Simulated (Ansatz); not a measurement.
# C2H9BOSi: a ladder of functionals and wavefunction methods

Aim: compute C2H9BOSi with functionals from several rungs and with coupled cluster, and see how far each lands from CCSD(T) at the basis-set limit for the atomisation energy.

The runs use Ansatz 0.2.0, Gaussian basis; functionals in def2-TZVPP, the program's frozen cores in correlated methods.

Levels to be run: LDA (SPW92), PBE-D4, revPBE-D4, BLYP-D4, r2SCAN-D4, B97M-V, PBE0-D4, B3LYP-D4, r2SCANh-D4, r2SCAN0-D4, HSE06-D4, BHLYP-D4, CAM-B3LYP-D4, LC-ωPBE, ωB97X-V, ωB97M-V, B2PLYP, PBE-QIDH; CCSD(T)/def2-SVP; CCSD(T)/def2-TZVPP; MP2/def2-QZVPP; extrapolation to the limit; RPA on PBE.

### Step 1. Structure used throughout

An earlier PBE0-D4 in a triple-zeta def2 set relaxation fixed the geometry.

SMILES `B[SiH](C)OC`, 14 atoms, charge 0, spin multiplicity 1.

Atoms are counted from 1 here; the program's logs count them from 0.

Bond lengths: B1–Si2 2.004 Å, B1–H6 1.198 Å, B1–H7 1.195 Å, Si2–C3 1.876 Å, Si2–O4 1.653 Å, Si2–H8 1.502 Å, C3–H9 1.093 Å, C3–H10 1.093 Å, C3–H11 1.093 Å, O4–C5 1.405 Å, C5–H12 1.092 Å, C5–H13 1.097 Å, C5–H14 1.098 Å. Angles: Si2–B1–H6 119.4°, Si2–B1–H7 123.5°, H6–B1–H7 117.2°, B1–Si2–C3 111.7°, B1–Si2–O4 109.5°, B1–Si2–H8 108.5°, C3–Si2–O4 111.3°, C3–Si2–H8 107.3°, O4–Si2–H8 108.4°, Si2–C3–H9 111.0°, Si2–C3–H10 111.5°, Si2–C3–H11 110.1°, H9–C3–H10 108.1°, H9–C3–H11 107.8°, H10–C3–H11 108.2°, Si2–O4–C5 122.6°, O4–C5–H12 108.5°, O4–C5–H13 111.7° and more.

Coordinates:

```mol
C2H9BOSi
  3D, bonds by distance, orders not assigned

 14 13  0  0  0  0  0  0  0  0999 V2000
   -0.4346    1.4707    1.9184 B   0  0
    0.1007    0.5590    0.2160 Si  0  0
    1.4929   -0.6674    0.4955 C   0  0
   -1.2193   -0.1737   -0.4576 O   0  0
   -1.1871   -0.7737   -1.7280 C   0  0
    0.3900    2.0688    2.5493 H   0  0
   -1.5496    1.4599    2.3492 H   0  0
    0.6074    1.5981   -0.7431 H   0  0
    1.7973   -1.1361   -0.4438 H   0  0
    1.1966   -1.4576    1.1893 H   0  0
    2.3657   -0.1576    0.9120 H   0  0
   -2.2064   -1.0469   -2.0083 H   0  0
   -0.5750   -1.6836   -1.7308 H   0  0
   -0.7916   -0.0891   -2.4893 H   0  0
  1  2  8  0
  2  3  8  0
  2  4  8  0
  4  5  8  0
  1  6  8  0
  1  7  8  0
  2  8  8  0
  3  9  8  0
  3 10  8  0
  3 11  8  0
  5 12  8  0
  5 13  8  0
  5 14  8  0
M  END
```

### Step 2. LDA

This LDA is Slater exchange with PW92 correlation.

File in.yaml:

```yaml
crystal:
  periodic: [false, false, false]
  atoms:
    - {symbol: B, position_ang: [-0.434650, 1.470672, 1.918383]}
    - {symbol: Si, position_ang: [0.100742, 0.559037, 0.215998]}
    - {symbol: C, position_ang: [1.492875, -0.667432, 0.495494]}
    - {symbol: O, position_ang: [-1.219292, -0.173688, -0.457576]}
    - {symbol: C, position_ang: [-1.187061, -0.773659, -1.728048]}
    - {symbol: H, position_ang: [0.389952, 2.068789, 2.549334]}
    - {symbol: H, position_ang: [-1.549564, 1.459931, 2.349231]}
    - {symbol: H, position_ang: [0.607429, 1.598066, -0.743053]}
    - {symbol: H, position_ang: [1.797256, -1.136066, -0.443760]}
    - {symbol: H, position_ang: [1.196559, -1.457640, 1.189285]}
    - {symbol: H, position_ang: [2.365713, -0.157560, 0.911959]}
    - {symbol: H, position_ang: [-2.206403, -1.046879, -2.008302]}
    - {symbol: H, position_ang: [-0.574971, -1.683561, -1.730847]}
    - {symbol: H, position_ang: [-0.791585, -0.089109, -2.489300]}
basis:
  gaussian: {orbitals: def2-TZVPP}
hamiltonian: {xc: lda}
output: {orbitals: {seedname: orbitals}}
```

On the command line:

```bash
> ansatz run in.yaml --threads 4 --pin off --events-out ev --progress --plain --max-ram 10444MiB
```

The runs that follow: PBE-D4 (GGA); revPBE-D4 (GGA); BLYP-D4 (GGA); r2SCAN-D4 (meta-GGA); B97M-V (meta-GGA); PBE0-D4 (hybrid); B3LYP-D4 (hybrid); r2SCANh-D4 (hybrid); r2SCAN0-D4 (hybrid); HSE06-D4 (hybrid); BHLYP-D4 (hybrid); CAM-B3LYP-D4 (range-separated); LC-ωPBE (range-separated); ωB97X-V (range-separated); ωB97M-V (range-separated); B2PLYP (double hybrid); PBE-QIDH (double hybrid); CCSD(T) in def2-SVP; CCSD(T) in def2-TZVPP; MP2 in def2-QZVPP; RPA on PBE orbitals.

Q: Predict the results of all the runs planned. Wanted: atomisation energy, CCSD(T)/CBS; farthest beyond LDA; mean size of error, GGA; mean size of error, meta-GGA; mean size of error, hybrid; mean size of error, range-separated; mean size of error, double hybrid; gap, smallest and largest; T1 diagnostic.

As calculated:

| quantity | value |
| --- | --- |
| atomisation energy, CCSD(T)/CBS | 52.555 eV |
| functionals within 0.263 eV (0.5 %) | BLYP-D4, r2SCAN-D4, B97M-V, PBE0-D4, B3LYP-D4, r2SCANh-D4, HSE06-D4, LC-ωPBE, ωB97X-V, ωB97M-V |
| farthest beyond LDA | BHLYP-D4 (-0.910 eV) |
| mean size of error, GGA | 0.428 eV |
| mean size of error, meta-GGA | 0.196 eV |
| mean size of error, hybrid | 0.246 eV |
| mean size of error, range-separated | 0.239 eV |
| mean size of error, double hybrid | 0.377 eV |
| gap, smallest and largest | 2.90 eV (LDA (SPW92)), 10.58 eV (LC-ωPBE) |
| T1 diagnostic | 0.0109 |
| triples share of the correlation energy | 3.5 % |

**Reading.** The LDA atomisation energy is off by 6.597 eV (13 %): it overbinds. PBE-D4 is off by +0.521 eV. Double hybrids carry the basis error of their MP2 part in triple zeta, and no dispersion term here, so their miss is partly the set-up's. The rungs meta-GGA, range-separated, hybrid miss on average by less than the doubt on the reference (0.263 eV), so they tie. Misses under about 0.263 eV are within the doubt on the reference itself, which lacks core-valence correlation, relativity and higher excitations. Hartree-Fock recovers 76 % of the binding; the rest is correlation. CCSD(T) in def2-SVP is off by -2.750 eV, more than most functionals: a good method in a small basis is no reference. Orbital gaps span 2.9 to 10.6 eV; exact exchange widens them.
